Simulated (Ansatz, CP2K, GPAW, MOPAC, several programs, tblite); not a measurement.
## What each method gives for BBi (wurtzite)

BBi (wurtzite), relaxed with r2SCAN in Ansatz, was computed with several methods. Space group P6_3mc (No. 186), hexagonal; a = 3.866 Å, c = 6.375 Å in the conventional setting, 20.63 Å³ an atom. B has 4 Bi at 2.37–2.39 Å; Bi has 4 B at 2.37–2.39 Å. These are computed values for a spin-unpolarised cell that may be hypothetical; none is a measurement.

```
CELL_PARAMETERS angstrom
3.86558 0.00000 0.00000
-1.93279 3.34769 0.00000
0.00000 0.00000 6.37545
ATOMIC_POSITIONS crystal
B 0.33333 0.66667 0.00024
B 0.66667 0.33333 0.50024
Bi 0.33333 0.66667 0.37476
Bi 0.66667 0.33333 0.87476
```

Gaps and times are for a single point on this cell; volume and bulk modulus come from each method's own relaxation or energy curve at fixed shape, which is too stiff where a cell has free coordinates or axes. Times are rough, from shared hosts (Arm Neoverse V1), and each method has its own mesh and cell size. A double dagger marks a value from a curve with shape and coordinates held. PM6 (MOPAC) and PM7 (MOPAC): levels, charges or heat of formation failed a check of plausibility, so no values are given. PM6 (MOPAC), PM7 (MOPAC), GFN1-xTB (tblite), GFN2-xTB (tblite) treat a cluster of cells at its zone centre, which samples few k points: where these miss a band edge, the gap comes out too large for that reason alone. Gaps from k meshes are read at a limited set of points (mesh, symmetry points, PBE's band edges), so each method's own least gap may be somewhat smaller. xTB and the PM methods were fitted mostly to molecules, and can miss a solid's gap by electronvolts. Minimal bases can be far off for gaps. GLLB-SC's gap includes the derivative discontinuity. d marks a direct gap, i an indirect one (no mark: not told apart), a dash a value that wasn't computed or didn't pass its checks.

```tsv
method	kind	gap (eV)	own volume (Å³/atom)	bulk modulus (GPa)	atoms computed	processor time
GFN1-xTB (tblite)	tight binding	0	19.61‡	98‡	72	1.6 s
light PBE (260 eV and a coarse mesh)	light plane-wave	0.01	–	–	4	2.6 s
GFN2-xTB (tblite)	tight binding	2.27	19.89‡	98‡	72	4.8 s
PM6 (MOPAC)	semi-empirical	–	–	–	72	9.5 s
PM7 (MOPAC)	semi-empirical	–	–	–	72	9.5 s
PBE/SZV (CP2K)	small basis	1.10 d	21.47‡	75‡	4	9.9 s
PBE	semilocal	0.09 d	20.98	71‡	4	12 s
PBE/single zeta (GPAW)	small basis	0.34 d	–	–	4	15 s
PBE/DZVP (CP2K)	small basis	0.24 d	21.27‡	70‡	4	23 s
r2SCAN	semilocal	0.20 d	20.63	80‡	4	29 s
GLLB-SC (GPAW)	model potential	0.08	–	–	4	56 s
```

Against r2SCAN (0.20 eV) and with closed or daggered gaps left aside, the nearest gap at the points sampled is that of PBE/DZVP (CP2K) (+0.04 eV) and the farthest that of GFN2-xTB (tblite) (+2.07 eV). r2SCAN is only a yardstick of convenience: semilocal gaps usually lie below measured ones, which GLLB-SC and hybrids aim to mend.

Volumes against r2SCAN's: PBE +1.7 %.

Spin-orbit coupling is left out; in compounds of Pb, Bi, Tl or Hg it can lower a gap by up to about 1 eV, split its edges or invert the bands.
